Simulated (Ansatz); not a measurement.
**C₃H₅BSi: up Jacob's ladder to CCSD(T)**

One table from this session's results is given with a row withheld; the runs are named, their logs left out.

The runs use Ansatz 0.2.0, Gaussian basis; functionals in def2-TZVPP, the program's frozen cores in correlated methods.

The runs, in order: LDA (SPW92), PBE-D4, revPBE-D4, BLYP-D4, r2SCAN-D4, B97M-V, PBE0-D4, B3LYP-D4, r2SCANh-D4, r2SCAN0-D4, HSE06-D4, BHLYP-D4, CAM-B3LYP-D4, LC-ωPBE, ωB97X-V, ωB97M-V, B2PLYP, PBE-QIDH; CCSD(T)/def2-SVP; CCSD(T)/def2-TZVPP; MP2/def2-QZVPP; extrapolation to the limit; RPA on PBE.

### The geometry

An earlier PBE0-D4 in a triple-zeta def2 set relaxation fixed the geometry.

10 atoms, charge 0, spin multiplicity 1.

Atoms are counted from 1 here; the program's logs count them from 0.

Bond lengths: B1–C2 1.419 Å, B1–C3 1.661 Å, B1–H6 1.186 Å, C2–C3 1.383 Å, C2–H7 1.075 Å, C3–C4 1.355 Å, C3–Si5 1.957 Å, C4–Si5 1.760 Å, C4–H8 1.075 Å, Si5–H9 1.483 Å, Si5–H10 1.483 Å. Angles: C2–B1–C3 52.6°, C2–B1–H6 150.9°, C3–B1–H6 156.5°, B1–C2–C3 72.7°, B1–C2–H7 152.7°, C3–C2–H7 134.6°, B1–C3–C2 54.6°, B1–C3–C4 138.9°, B1–C3–Si5 77.9°, C2–C3–C4 166.5°, C2–C3–Si5 132.5°, C4–C3–Si5 61.1°, C3–C4–Si5 76.6°, C3–C4–H8 131.2°, Si5–C4–H8 152.2°, C3–Si5–C4 42.3°, C3–Si5–H9 120.0°, C3–Si5–H10 120.0° and more.

Set-up of the first run:

The input, in.yaml:

```yaml
crystal:
  periodic: [false, false, false]
  atoms:
    - {symbol: B, position_ang: [-0.864940, 0.396558, -0.872079]}
    - {symbol: C, position_ang: [-0.590679, -0.908866, -1.354941]}
    - {symbol: C, position_ang: [0.185470, -0.717274, -0.226836]}
    - {symbol: C, position_ang: [1.044532, -0.827003, 0.815327]}
    - {symbol: Si, position_ang: [0.384708, 0.794425, 0.999391]}
    - {symbol: H, position_ang: [-1.439203, 1.431236, -0.951419]}
    - {symbol: H, position_ang: [-0.725481, -1.718648, -2.049430]}
    - {symbol: H, position_ang: [1.683130, -1.635039, 1.125012]}
    - {symbol: H, position_ang: [-0.700209, 1.119495, 1.956395]}
    - {symbol: H, position_ang: [1.105771, 2.013815, 0.561483]}
basis:
  gaussian: {orbitals: def2-TZVPP}
hamiltonian: {xc: lda}
output: {orbitals: {seedname: orbitals}}
```

Launch:

```sh
ansatz run in.yaml --threads 2 --pin off --events-out ev --progress --plain --max-ram 4352MiB
```

Among the steps run: LDA; PBE-D4 (GGA); revPBE-D4 (GGA); BLYP-D4 (GGA); r2SCAN-D4 (meta-GGA); B97M-V (meta-GGA); B3LYP-D4 (hybrid); r2SCANh-D4 (hybrid); r2SCAN0-D4 (hybrid); HSE06-D4 (hybrid); BHLYP-D4 (hybrid); CAM-B3LYP-D4 (range-separated); LC-ωPBE (range-separated); ωB97X-V (range-separated); ωB97M-V (range-separated); B2PLYP (double hybrid); PBE-QIDH (double hybrid).

One table of the session follows, with a row left open; its other results are not shown here.

It belongs to the step «Orbital energies across the functionals». 

| functional | HOMO (eV) | gap (eV) |
| --- | --- | --- |
| LDA (SPW92) | -5.46 | 4.10 |
| PBE-D4 | -5.28 | 4.11 |
| revPBE-D4 | -5.21 | 4.12 |
| BLYP-D4 | -5.06 | 4.02 |
| r2SCAN-D4 | -5.39 | 4.55 |
| B97M-V | -5.41 | 4.45 |
| PBE0-D4 | -6.19 | 5.87 |
| B3LYP-D4 | -5.96 | 5.43 |
| r2SCANh-D4 | -5.75 | 5.20 |
| r2SCAN0-D4 | -6.28 | 6.17 |
| HSE06-D4 | -5.80 | 5.11 |
| BHLYP-D4 | -6.90 | 7.46 |
| CAM-B3LYP-D4 | -7.33 | 8.01 |
| LC-ωPBE | -8.62 | 10.43 |
| ωB97X-V | -8.27 | 9.98 |
| ωB97M-V | ? | ? |

Estimate the missing values for ωB97M-V.

**Answer.** HOMO (eV): -8.20; gap (eV): 9.62. In the column «HOMO (eV)» it lies between ωB97X-V (-8.27) and CAM-B3LYP-D4 (-7.33).
